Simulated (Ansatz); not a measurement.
# Ge2Sb: from a guess to a relaxed structure

Where does this trial cell of Ge2Sb go when cell and atoms are let free?

Computed with Ansatz 0.2.0 (DFT PBE, scalar-relativistic, plane waves, PAW, unless a step's input says otherwise).

### Step 1. Starting point

It takes space group P-3m1 (No. 164, trigonal). Conventional cell: a = 3.188 Å, b = 3.188 Å, c = 7.809 Å, α = 90.00°, β = 90.00°, γ = 120.00°. Ge (site symmetry 3m) has 3 Sb at 3.19 Å and 9 Ge at 3.19 Å as nearest neighbours. Around Sb (site symmetry -3m) lie 6 Ge at 3.19 Å and 6 Sb at 3.19 Å.

Structure file:

```cif
data_structure
_symmetry_space_group_name_H-M 'P-3m1'
_symmetry_Int_Tables_number 164
_cell_length_a 3.1881
_cell_length_b 3.1881
_cell_length_c 7.8093
_cell_angle_alpha 90.000
_cell_angle_beta 90.000
_cell_angle_gamma 120.000
_cell_volume 68.74
loop_
_atom_site_label
_atom_site_type_symbol
_atom_site_symmetry_multiplicity
_atom_site_Wyckoff_symbol
_atom_site_fract_x
_atom_site_fract_y
_atom_site_fract_z
_atom_site_occupancy
Ge1 Ge 2 d 0.33333 0.66667 0.66667 1
Sb1 Sb 1 a 0.00000 0.00000 0.00000 1
```

A structure generator made this guess: ordered superstructure of fcc (P-3m1, No. 164). The dimensions are guesses.

### Step 2. Probe: one point on a coarse mesh

The input, input.yaml:

```yaml
crystal:
  lattice:
    - [3.18814171, 0.0, 0.0]
    - [-1.59407085, 2.76101171, 0.0]
    - [0.0, 0.0, 7.80932041]
  atoms:
    - { symbol: Ge, position: [0.33333333, 0.66666667, 0.66666667] }
    - { symbol: Ge, position: [0.66666667, 0.33333333, 0.33333333] }
    - { symbol: Sb, position: [0.0, 0.0, 0.0] }
basis:
  ecutwfc: 420
kpoints:
  mp_grid: { grid: [6, 6, 2] }
hamiltonian:
  xc: pbe
scf:
  occupations: { method: gaussian, width: 0.1 }
  lower_state_search: "off"
output:
  forces: true
  stress: true
  eigenvalues: true
```

Launch:

```sh
$ ansatz run input.yaml --threads 1 --pin off --max-ram 2048MiB --backend cpu --events-out ev --progress --plain --runs-dir out
```

What it wrote (excerpt; [...] marks lines left out):

```text
[...]
SCF converged after 8 iterations
Free energy (F): -15073.253528 eV
[...]
E sigma→0 (E₀):  -15073.245727 eV
Entropy (-TS):   -0.015601 eV (-5.200 meV/atom)
Fermi energy:    10.406526 eV
[...]
--- Forces (eV/Å), atoms counted from 1 ---
  atom   1  Ge     0.00000000    -0.00000000    -0.08174960
  atom   2  Ge    -0.00000000     0.00000000     0.08174960
  atom   3  Sb    -0.00000000     0.00000000     0.00000000
[...]
--- Stress (GPa, compression-positive) ---
       -0.054525       0.000000       0.000000
        0.000000      -0.054525       0.000000
        0.000000       0.000000      -2.267975
  P = ⅓ Tr σ = -0.7923 GPa (-7.923 kbar)
--- Band table (eV; the first three rows and the last of 14) ---
  k-point 0: bands = ["-18.7064", "-18.6857", "-18.6857", "-18.6226", "-18.6226", "-14.3957", "-14.3949", "-14.3949", "-14.3943", "-14.3943", "-14.3943", "-14.3692", "-14.3692", "-14.3543", "-14.3543", "-2.3907", "0.1810", "0.5804", "8.0236", "8.6477", "15.9262", "15.9262", "16.0993", [...]
[...]
```

Run time: 0.96 s. Hardware: 1 thread of Intel Xeon 6975P-C (Granite Rapids), shared host; peak memory 0.35 GiB.

Read-out: pressure -0.8 GPa, largest force 0.08 eV/Å, gap on this mesh none (metal). The coarse relaxation is skipped.

### Step 3. Full relaxation

input.yaml: that of step 2 with these lines changed.

```diff
@@ -12,3 +12,3 @@
 kpoints:
-  mp_grid: { grid: [6, 6, 2] }
+  mp_grid: { grid: [18, 18, 6] }
 hamiltonian:
@@ -17,3 +17,2 @@
   occupations: { method: gaussian, width: 0.1 }
-  lower_state_search: "off"
 output:
@@ -22 +21,10 @@
   eigenvalues: true
+  write_density: true
+  write_potential: true
+  elf: true
+  volumetric_format: npy
+relax:
+  adjacent_minimum: "off"
+  f_tol: 0.01
+  max_steps: 80
+  cell: { stress_tol: 0.05 }
```

Launch:

```sh
$ ansatz run input.yaml --threads 1 --pin off --max-ram 2048MiB --backend cpu --events-out ev --progress --plain --runs-dir out
```

What it wrote:

```text
Warning: RAYON_NUM_THREADS=1 ignored (pool sized by the plan → 1); use --threads N
Engine: ansatz 0.2.0, x86_64-unknown-linux-gnu
Pseudopotentials: kind: paw
Pseudopotential: Ge, paw, valence charge 14, recommended cutoff 420 eV (normal), Ge.paw.azcp
Pseudopotential: Sb, paw, valence charge 15, recommended cutoff 420 eV (normal), Sb.paw.azcp
Functional definition: PBE
  parameter kappa = 0.804
  parameter beta = 0.06672455060314922
  exchange = pbe_x(kappa = kappa, mu = beta*pi^2/3)
  correlation = pbe_c(beta = beta)
Crystal: 3 atoms, lattice volume = 68.742 Å³
Basis set: ecut = 420 eV, 1359 PW (Γ), exchange–correlation on 48×48×108 points (8 copies of the dense FFT grid, shifted against one another)
Bands: 26, of which v1, the nominal top of the filled ones, is band 22 counted from 1 (21 counted from 0)
Symmetry: 12 space group operations
Space group: P-3m1 (ITA 164), of the structure as read, at distance tolerance 4.1e-5 Å
k-points: 202 of 1944
Non-local potential: Ge, projectors of the file, l = 0: 2, l = 1: 2, l = 2: 3, l = 3: 1
Non-local potential: Sb, projectors of the file, l = 0: 2, l = 1: 2, l = 2: 2, l = 3: 2
PAW form: soft (Blöchl's): semilocal exchange-correlation on the pseudo side does not see the compensation charge
PAW one-centre angular grid: Ge, 590 points (default); XC on 64 Gauss nodes
PAW one-centre angular grid: Sb, 590 points (default); XC on 64 Gauss nodes
Initial density: superposition of atomic densities (neutral atoms: chi_scale 0, normalization atom), corrected by the library's trained network
Initial wavefunctions: pseudopotential atomic-orbital guess
Functional: x = pbe(κ = 0.804, μ = 0.2195149727645171), c = pbe(β = 0.06672455060314922)
SCF iter   1: F=—  HF=-15073.282208 eV  |F-HF|=—  |Δ(HF+E_count)|=         —  Δρ=1.34e-3  dr2=6.68e-3  ethr=1.77e-3  ⟨swp⟩=5.9  Hψ=22028  notcnv=0
preconditioner: auto → Kerker (q_TF=auto, 2.523 Å⁻¹)  [metal: Δε(μ)=0.016 eV  Ē_g=19.612 eV  σ=0.100 eV  W_gap=0.09  n_scr=24 (ndim 8)  ℏωp=25.7 eV  f_vac=0.000  D(μ)=1.76/eV (n_scr^D=4)]
SCF iter   2: F=—  HF=-15073.280457 eV  |F-HF|=—  |Δ(HF+E_count)|=   1.75e-3  Δρ=8.89e-4  dr2=2.57e-3  ethr=1.55e-5  ⟨swp⟩=2.0  Hψ=8780  notcnv=0
SCF iter   3: F=—  HF=-15073.280300 eV  |F-HF|=—  |Δ(HF+E_count)|=   1.57e-4  Δρ=3.63e-4  dr2=1.76e-4  ethr=5.98e-6  ⟨swp⟩=2.8  Hψ=8418  notcnv=0
SCF iter   4: F=—  HF=-15073.280222 eV  |F-HF|=—  |Δ(HF+E_count)|=   7.81e-5  Δρ=1.68e-4  dr2=1.61e-5  ethr=4.09e-7  ⟨swp⟩=2.0  Hψ=8288  notcnv=0
SCF iter   5: F=—  HF=-15073.280246 eV  |F-HF|=—  |Δ(HF+E_count)|=   2.42e-5  Δρ=8.70e-5  dr2=4.85e-6  ethr=3.74e-8  ⟨swp⟩=2.0  Hψ=7466  notcnv=0
SCF iter   6: F=—  HF=-15073.280246 eV  |F-HF|=—  |Δ(HF+E_count)|=   6.09e-8  Δρ=3.23e-5  dr2=4.21e-7  ethr=1.13e-8  ⟨swp⟩=2.0  Hψ=9466  notcnv=0
SCF iter   7: F=-15073.280246 eV  HF=-15073.280246 eV  |F-HF|=2.34e-8  |Δ(HF+E_count)|=   2.77e-7  Δρ=7.95e-6  dr2=2.56e-8  ethr=2.33e-10  ⟨swp⟩=10.0  Hψ=36706  notcnv=0
SCF 1 converged in 7 iterations: F = -15073.280246 eV  dr2 = 2.56e-8
relax step   1: F+E_penalty+E_count = -15073.28024611 eV  Δ(F+E_penalty+E_count) = +0.000e0 eV  max|allowed force component| = 4.628e-1 eV/Å  Δτ_max = 0.0000 Å  P = -0.158 GPa  Ω = 68.742 Å³  (7 SCF iters, dr2 threshold 1.00e-7 eV, accepted)
Crystal: 3 atoms, lattice volume = 68.484 Å³
Basis set: ecut = 420 eV, 1357 PW (Γ), exchange–correlation on 48×48×108 points (8 copies of the dense FFT grid, shifted against one another)
Initial density: handed on by an earlier stage of this run
Initial wavefunctions: those handed on with the density
iter 1 solved again at ethr=8.08e-5 eV; its pass at ethr=3.10e-3 eV (dr2=3.48e-2 eV) is discarded
SCF iter   1: F=—  HF=-15073.376054 eV  |F-HF|=—  |Δ(HF+E_count)|=         —  Δρ=3.49e-3  dr2=3.59e-2  ethr=8.08e-5  ⟨swp⟩=1.0  Hψ=24595  notcnv=0
preconditioner: auto → Kerker (q_TF=auto, 2.525 Å⁻¹)  [metal: Δε(μ)=0.029 eV  Ē_g=22.478 eV  σ=0.100 eV  W_gap=0.16  n_scr=24 (ndim 8)  ℏωp=29.4 eV  f_vac=0.000  D(μ)=2.03/eV (n_scr^D=10)]
SCF iter   2: F=—  HF=-15073.373765 eV  |F-HF|=—  |Δ(HF+E_count)|=   2.29e-3  Δρ=2.25e-3  dr2=1.56e-2  ethr=8.08e-5  ⟨swp⟩=1.0  Hψ=5252  notcnv=0
SCF iter   3: F=—  HF=-15073.372000 eV  |F-HF|=—  |Δ(HF+E_count)|=   1.76e-3  Δρ=4.98e-4  dr2=2.32e-4  ethr=3.63e-5  ⟨swp⟩=1.9  Hψ=5741  notcnv=0
SCF iter   4: F=—  HF=-15073.371954 eV  |F-HF|=—  |Δ(HF+E_count)|=   4.53e-5  Δρ=2.52e-4  dr2=6.30e-5  ethr=5.39e-7  ⟨swp⟩=2.0  Hψ=8527  notcnv=0
SCF iter   5: F=—  HF=-15073.371943 eV  |F-HF|=—  |Δ(HF+E_count)|=   1.18e-5  Δρ=7.73e-5  dr2=8.65e-6  ethr=1.46e-7  ⟨swp⟩=2.0  Hψ=8158  notcnv=0
SCF iter   6: F=—  HF=-15073.371942 eV  |F-HF|=—  |Δ(HF+E_count)|=   1.07e-6  Δρ=2.31e-5  dr2=6.02e-7  ethr=2.01e-8  ⟨swp⟩=2.0  Hψ=6518  notcnv=0
SCF iter   7: F=-15073.371942 eV  HF=-15073.371942 eV  |F-HF|=3.99e-9  |Δ(HF+E_count)|=   1.62e-8  Δρ=7.54e-6  dr2=4.65e-8  ethr=6.98e-10  ⟨swp⟩=9.5  Hψ=37588  notcnv=0
SCF 2 converged in 7 iterations: F = -15073.371942 eV  dr2 = 4.65e-8
relax step   2: F+E_penalty+E_count = -15073.37194154 eV  Δ(F+E_penalty+E_count) = -9.170e-2 eV  max|allowed force component| = 2.806e-1 eV/Å  Δτ_max = 0.1155 Å  P = -0.277 GPa  Ω = 68.484 Å³  energy of the carried Pulay correction = +5.177e-5 eV  (7 SCF iters, dr2 threshold 3.00e-7 eV, accepted)
Crystal: 3 atoms, lattice volume = 66.751 Å³
Basis set: ecut = 420 eV, 1321 PW (Γ), exchange–correlation on 48×48×108 points (8 copies of the dense FFT grid, shifted against one another)
iter 1 solved again at ethr=4.18e-4 eV; its pass at ethr=3.10e-3 eV (dr2=1.80e-1 eV) is discarded
SCF iter   1: F=—  HF=-15073.370962 eV  |F-HF|=—  |Δ(HF+E_count)|=         —  Δρ=7.47e-3  dr2=1.80e-1  ethr=4.18e-4  ⟨swp⟩=1.0  Hψ=30023  notcnv=0
preconditioner: auto → Kerker (q_TF=auto, 2.535 Å⁻¹)  [metal: Δε(μ)=0.006 eV  Ē_g=22.655 eV  σ=0.100 eV  W_gap=0.03  n_scr=24 (ndim 8)  ℏωp=29.8 eV  f_vac=0.000  D(μ)=1.64/eV (n_scr^D=4)]
SCF iter   2: F=—  HF=-15073.357903 eV  |F-HF|=—  |Δ(HF+E_count)|=   1.31e-2  Δρ=4.60e-3  dr2=7.23e-2  ethr=4.18e-4  ⟨swp⟩=1.0  Hψ=5252  notcnv=0
SCF iter   3: F=—  HF=-15073.348834 eV  |F-HF|=—  |Δ(HF+E_count)|=   9.07e-3  Δρ=1.01e-3  dr2=1.11e-3  ethr=1.68e-4  ⟨swp⟩=2.0  Hψ=6062  notcnv=0
SCF iter   4: F=—  HF=-15073.348550 eV  |F-HF|=—  |Δ(HF+E_count)|=   2.85e-4  Δρ=5.07e-4  dr2=2.05e-4  ethr=2.59e-6  ⟨swp⟩=2.0  Hψ=8675  notcnv=0
SCF iter   5: F=—  HF=-15073.348570 eV  |F-HF|=—  |Δ(HF+E_count)|=   2.00e-5  Δρ=1.56e-4  dr2=2.77e-5  ethr=4.76e-7  ⟨swp⟩=2.0  Hψ=7844  notcnv=0
SCF iter   6: F=—  HF=-15073.348568 eV  |F-HF|=—  |Δ(HF+E_count)|=   1.31e-6  Δρ=4.27e-5  dr2=1.67e-6  ethr=6.43e-8  ⟨swp⟩=2.7  Hψ=8668  notcnv=0
SCF iter   7: F=-15073.348568 eV  HF=-15073.348568 eV  |F-HF|=8.42e-9  |Δ(HF+E_count)|=   1.10e-7  Δρ=1.10e-5  dr2=1.03e-7  ethr=6.98e-10  ⟨swp⟩=10.3  Hψ=38926  notcnv=0
SCF 3 converged in 7 iterations: F = -15073.348568 eV  dr2 = 1.03e-7
relax step   3: F+E_penalty+E_count = -15073.34856836 eV  Δ(F+E_penalty+E_count) = +2.337e-2 eV  max|allowed force component| = 6.424e-1 eV/Å  Δτ_max = 0.1839 Å  P = +2.577 GPa  Ω = 66.751 Å³  energy of the carried Pulay correction = +4.048e-4 eV  (7 SCF iters, dr2 threshold 3.00e-7 eV, rejected (line search))
[... from here on, the SCF cycles and remarks between the steps are left out ...]
relax step   4: F+E_penalty+E_count = -15073.40569440 eV  Δ(F+E_penalty+E_count) = -3.375e-2 eV  max|allowed force component| = 8.019e-2 eV/Å  Δτ_max = 0.0740 Å  P = -0.040 GPa  Ω = 68.237 Å³  energy of the carried Pulay correction = +1.014e-4 eV  (10 SCF iters, accepted)
relax step   5: F+E_penalty+E_count = -15073.42133702 eV  Δ(F+E_penalty+E_count) = -1.564e-2 eV  max|allowed force component| = 1.944e-1 eV/Å  Δτ_max = 0.0532 Å  P = +0.271 GPa  Ω = 68.172 Å³  energy of the carried Pulay correction = +1.147e-4 eV  (6 SCF iters, dr2 threshold 3.00e-7 eV, accepted)
relax step   6: F+E_penalty+E_count = -15073.42948900 eV  Δ(F+E_penalty+E_count) = -8.152e-3 eV  max|allowed force component| = 1.082e-1 eV/Å  Δτ_max = 0.0141 Å  P = -0.183 GPa  Ω = 68.515 Å³  energy of the carried Pulay correction = +4.541e-5 eV  (5 SCF iters, dr2 threshold 3.00e-7 eV, accepted)
relax step   7: F+E_penalty+E_count = -15073.42669304 eV  Δ(F+E_penalty+E_count) = +2.796e-3 eV  max|allowed force component| = 1.837e-2 eV/Å  Δτ_max = 0.0301 Å  P = +0.372 GPa  Ω = 67.640 Å³  energy of the carried Pulay correction = +2.225e-4 eV  (5 SCF iters, dr2 threshold 3.00e-7 eV, rejected (line search))
relax step   8: F+E_penalty+E_count = -15073.43578354 eV  Δ(F+E_penalty+E_count) = -6.295e-3 eV  max|allowed force component| = 1.454e-2 eV/Å  Δτ_max = 0.0256 Å  P = +0.043 GPa  Ω = 67.990 Å³  energy of the carried Pulay correction = +1.513e-4 eV  (9 SCF iters, accepted)
relax step   9: F+E_penalty+E_count = -15073.43596781 eV  Δ(F+E_penalty+E_count) = -1.843e-4 eV  max|allowed force component| = 4.589e-3 eV/Å  Δτ_max = 0.0030 Å  P = -0.045 GPa  Ω = 68.111 Å³  energy of the carried Pulay correction = +1.269e-4 eV  (5 SCF iters, dr2 threshold 4.98e-8 eV, accepted)
relax step  10: F+E_penalty+E_count = -15073.43600489 eV  Δ(F+E_penalty+E_count) = -3.709e-5 eV  max|allowed force component| = 6.781e-4 eV/Å  Δτ_max = 0.0005 Å  P = -0.009 GPa  Ω = 68.074 Å³  energy of the carried Pulay correction = +1.344e-4 eV  (3 SCF iters, dr2 threshold 1.51e-8 eV, accepted)
Basis set: ecut = 420 eV, 1357 PW (Γ), exchange–correlation on 48×48×100 points (8 copies of the dense FFT grid, shifted against one another)
Initial wavefunctions: pseudopotential atomic-orbital guess (no wavefunctions were taken with the density)
iter 1 solved again at ethr=1.42e-7 eV; its pass at ethr=3.10e-3 eV (dr2=6.13e-5 eV) is discarded
SCF iter   1: F=—  HF=-15073.433532 eV  |F-HF|=—  |Δ(HF+E_count)|=         —  Δρ=7.57e-4  dr2=8.53e-6  ethr=1.42e-7  ⟨swp⟩=2.8  Hψ=33883  notcnv=0
SCF iter   2: F=—  HF=-15073.435312 eV  |F-HF|=—  |Δ(HF+E_count)|=   1.78e-3  Δρ=3.84e-4  dr2=2.20e-6  ethr=1.98e-8  ⟨swp⟩=2.0  Hψ=6146  notcnv=0
SCF iter   3: F=—  HF=-15073.435909 eV  |F-HF|=—  |Δ(HF+E_count)|=   5.96e-4  Δρ=1.24e-5  dr2=7.05e-9  ethr=5.12e-9  ⟨swp⟩=1.9  Hψ=5703  notcnv=0
SCF iter   4: F=—  HF=-15073.435909 eV  |F-HF|=—  |Δ(HF+E_count)|=   5.52e-7  Δρ=2.12e-6  dr2=2.76e-9  ethr=1.64e-11  ⟨swp⟩=2.0  Hψ=8568  notcnv=0
SCF iter   5: F=—  HF=-15073.435909 eV  |F-HF|=—  |Δ(HF+E_count)|=  3.29e-10  Δρ=7.08e-7  dr2=5.61e-10  ethr=6.41e-12  ⟨swp⟩=2.0  Hψ=8457  notcnv=0
SCF iter   6: F=—  HF=-15073.435909 eV  |F-HF|=—  |Δ(HF+E_count)|=  1.46e-11  Δρ=2.96e-7  dr2=1.12e-10  ethr=1.30e-12  ⟨swp⟩=2.6  Hψ=8620  notcnv=0
SCF iter   7: F=-15073.435909 eV  HF=-15073.435909 eV  |F-HF|=3.64e-12  |Δ(HF+E_count)|=    0.00e0  Δρ=1.01e-7  dr2=1.21e-11  ethr=1.00e-12  ⟨swp⟩=5.9  Hψ=20804  notcnv=0
SCF 11 converged in 7 iterations: F = -15073.435909 eV  dr2 = 1.21e-11
relax step  11: F+E_penalty+E_count = -15073.43590930 eV  Δ(F+E_penalty+E_count) = +9.559e-5 eV  max|allowed force component| = 7.129e-4 eV/Å  Δτ_max = 0.0000 Å  P = -0.006 GPa  Ω = 68.074 Å³  stress off target by 1.58e-2 GPa  SCF on the basis re-selected at this cell (its energy is not comparable with the rows above)  (7 SCF iters)
basis re-selected at this cell: Δ(F+E_penalty+E_count) = +9.559e-5 eV, ΔP = +0.003 GPa vs the last step (what re-selecting the basis moved, of the pressure what is left beyond the Pulay correction that the steps carried, after the strain that the cell walked since its last selection, with what the two solves' SCF thresholds leave and, on support functions, any second-order correction that the steps lacked; it is no measure of the basis error at this ecutwfc). The dense FFT grid was sized anew with the basis: this SCF ran on 24×24×50 points, the steps before it on 24×24×54, so part of this shift can come from that change (see relax.cell in the input reference). This SCF's stress stands 1.58e-2 GPa from its target on what of the cell is left free (relax.cell.stress_tol is 5.00e-2 GPa) and its largest allowed force component is 7.13e-4 eV/Å (relax.f_tol is 1.00e-2 eV/Å): within both
SCF converged after 7 iterations
Free energy (F): -15073.435909 eV
Harris-Foulkes:  -15073.435909 eV  (|F-HF|=3.64e-12)
Internal energy: -15073.429055 eV  (E = F + TS)
E sigma→0 (E₀):  -15073.432482 eV
Entropy (-TS):   -0.006855 eV (-2.285 meV/atom)
Fermi energy:    10.613125 eV
--- Per-component energies (eV) ---
  E_band       = -400.164347
  E_kinetic    = 425.600304
  E_local      = -5926.236827  (includes V_loc(G=0)·N_el)
  E_nonlocal   = 1190.718761
  E_hartree    = 2618.817786
  E_xc         = -289.107128
  E_vxc        = -224.478099  (∫ρ·V_xc dr)
  E_paw        = -8605.888805  (= ΣΔE_a)
  E_vpaw       = -1103.404848  (= ΣTr[D̂ρ^β])
  E_aug_tail   = 0.000732  (compensation charges beyond the density's cutoff)
  E_ewald      = -4487.333877
  E_smearing   = -0.006855  (= −TS)
  E_closure    = -0.000000  (closes the sum)
  Σ components = -15073.435909   (vs F -15073.435909, Δ=0.00e0)
--- Forces (eV/Å), atoms counted from 1 ---
  atom   1  Ge     0.00000000    -0.00000000    -0.00071293
  atom   2  Ge    -0.00000000     0.00000000     0.00071293
  atom   3  Sb     0.00000000    -0.00000000     0.00000000
  max |Σ_I F_I| component: 9.25e-18 eV/Å
--- Stress (GPa, compression-positive) ---
       -0.000992      -0.000000      -0.000000
       -0.000000      -0.000992       0.000000
       -0.000000       0.000000      -0.015831
  P = ⅓ Tr σ = -0.0059 GPa (-0.059 kbar)
--- Band table (eV; the first three rows and the last of 202) ---
  k-point 0: bands = ["-18.7147", "-18.7147", "-18.7124", "-18.6579", "-18.6579", "-14.1813", "-14.1813", "-14.1580", "-14.1580", "-14.1540", "-14.1121", "-14.1121", "-14.1100", "-14.0687", "-14.0687", "-2.1815", "-0.1482", "1.6934", "9.5594", "9.6368", "14.8110", "14.8110", "15.2506", "15.2506", "17.0841", "17.0841"]
  k-point 1: bands = ["-18.7147", "-18.7147", "-18.7124", "-18.6579", "-18.6579", "-14.1814", "-14.1814", "-14.1580", "-14.1580", "-14.1541", "-14.1121", "-14.1121", "-14.1099", "-14.0687", "-14.0687", "-2.1077", "-0.4646", "2.1444", "7.8946", "11.4256", "14.7506", "14.7506", "15.3794", "15.3794", "16.9598", "16.9598"]
  k-point 2: bands = ["-18.7147", "-18.7147", "-18.7124", "-18.6579", "-18.6579", "-14.1814", "-14.1814", "-14.1580", "-14.1580", "-14.1542", "-14.1121", "-14.1121", "-14.1098", "-14.0686", "-14.0686", "-1.8905", "-1.0069", "3.0451", "6.4107", "13.2729", "14.6712", "14.6712", "15.6409", "15.6409", "16.6741", "16.6741"]
  k-point 201: bands = ["-18.6860", "-18.6860", "-18.6690", "-18.6690", "-18.6558", "-14.1888", "-14.1595", "-14.1595", "-14.1398", "-14.1243", "-14.1243", "-14.1111", "-14.0821", "-14.0821", "-14.0703", "2.8473", "3.4341", "3.4341", "6.4837", "6.4837", "6.7254", "10.2392", "10.2392", "11.3350", "11.4656", "12.6249"]
--- Relaxed structure (10 steps of the walk, 8 accepted, 1 SCFs on fresh bases) ---
  F+E_penalty+E_count = -15073.43590930 eV   max|allowed force component| = 7.129e-4 eV/Å   (the final SCF, on the basis selected at the relaxed cell)
  cell:  # Å, volume = 68.0742 Å³
    - [3.2868181645897483, -2.976099560806357e-9, 2.2018461761558283e-18]
    - [-1.6434090797174965, 2.846468029642914, 2.201846176155827e-18]
    - [5.393399628861491e-18, 9.341642163177078e-18, 7.276136893630274]
  atoms:
    - { symbol: Ge, position: [0.3333333333333334, 0.6666666666666667, 0.6402110673087226] }
    - { symbol: Ge, position: [0.6666666666666669, 0.33333333333333337, 0.35978893269127754] }
    - { symbol: Sb, position: [1.3474358473640538e-34, 3.4877250675591903e-35, -1.1847200592122932e-18] }
```

Run time: 1.8 min. Hardware: 1 thread of Intel Xeon 6975P-C (Granite Rapids), shared host; peak memory 0.6 GiB.

Relaxation path:

| step | E - E(step 1) (eV/cell) | largest force component (eV/Å) | pressure (GPa) | volume (Å³) |
| --- | --- | --- | --- | --- |
| 1 | 0.0000 | 0.4628 | -0.16 | 68.74 |
| 2 | -0.0917 | 0.2806 | -0.28 | 68.48 |
| 3 | -0.0683 | 0.6424 | 2.58 | 66.75 |
| 4 | -0.1254 | 0.0802 | -0.04 | 68.24 |
| 5 | -0.1411 | 0.1944 | 0.27 | 68.17 |
| 6 | -0.1492 | 0.1082 | -0.18 | 68.52 |
| 7 | -0.1464 | 0.0184 | 0.37 | 67.64 |
| 8 | -0.1555 | 0.0145 | 0.04 | 67.99 |
| 9 | -0.1557 | 0.0046 | -0.04 | 68.11 |
| 10 | -0.1558 | 0.0007 | -0.01 | 68.07 |
| 11 | -0.1557 | 0.0007 | -0.01 | 68.07 |

Step 1 is the start. Step 11 repeats the geometry before it on a plane-wave basis chosen anew for that cell, so its energy need not be comparable with the rows above. Steps 3, 7 were tried and not accepted.

|  | before | after | change |
| --- | --- | --- | --- |
| a (Å) | 3.188 | 3.287 | +3.1 % |
| b (Å) | 3.188 | 3.287 | +3.1 % |
| c (Å) | 7.809 | 7.276 | -6.8 % |
| volume (Å³/atom) | 22.91 | 22.69 | -1.0 % |
| shortest distance (Å) | 3.188 | 2.786 | -12.6 % |
| space group (0.01 Å) | P-3m1 | P-3m1 | same |

Forces and stress were held to the start's 12 operations: a distortion of lower symmetry was not tested.

Density in a lattice plane of the grid's cell (edges 3.29 and 7.28 Å, at 0.000 of the third edge), which holds Sb.

Ten even steps from ' ' (0.07 e/Å³) to '@' (23.08 e/Å³):
```
==::              ::
                    
                    
                    
                    
                    
                    
                    
                    
                    
                    
                    
                    
                    
                    
                    
                    
                    
==::              ::
@@++..          ..++
```
Columns run along the first of these edges and rows up along the second, over one cell in 10 and 20 even steps from the bottom left corner. Atoms in the plane (fractional): Sb at (0.00, 1.00).

ELF in the same plane.

Values, 12 rows by 6 columns:
```
0.15 0.33 0.42 0.27 0.42 0.33
0.44 0.44 0.28 0.19 0.28 0.44
0.23 0.25 0.38 0.45 0.38 0.25
0.16 0.28 0.43 0.43 0.44 0.28
0.13 0.25 0.42 0.43 0.42 0.25
0.11 0.20 0.38 0.47 0.38 0.20
0.13 0.25 0.42 0.43 0.42 0.25
0.16 0.28 0.44 0.43 0.43 0.28
0.23 0.25 0.38 0.45 0.38 0.25
0.44 0.44 0.28 0.19 0.28 0.44
0.15 0.33 0.42 0.27 0.42 0.33
0.00 0.10 0.40 0.36 0.40 0.10
```
Columns run along the first of these edges and rows up along the second, over one cell in 6 and 12 even steps from the bottom left corner. Atoms in the plane (fractional): Sb at (0.00, 1.00).

Both are smooth fields of the valence electrons: close to the nuclei they are not physical.

The highest ELF values outside the cores: 0.49 on the Ge–Sb line, 1.1 Å from Ge; 0.48 beside Ge, off the lines to its neighbours, 1.2 Å from Ge; 0.47 on the Ge–Ge line, 1.3 Å from Ge.

### Step 4. Results

| quantity | value |
| --- | --- |
| symmetry at the end (tolerance 0.05 Å) | space group P-3m1 (No. 164) |
| conventional cell | a = 3.287 Å, b = 3.287 Å, c = 7.276 Å, α = 90.00°, β = 90.00°, γ = 120.00° |
| volume | 22.69 Å³/atom |
| energy over the elements | +0.34 eV/atom |
| gap on the mesh | none (metal) |

**Reading.** The space group P-3m1 (No. 164) is kept, and the volume per atom shrinks by 1.0 % from the first guess. With a positive formation energy it can't be a ground state. No finished test with a distortion of lower symmetry is shown, so the end may be a saddle point. The runs treat Sb without spin-orbit coupling.
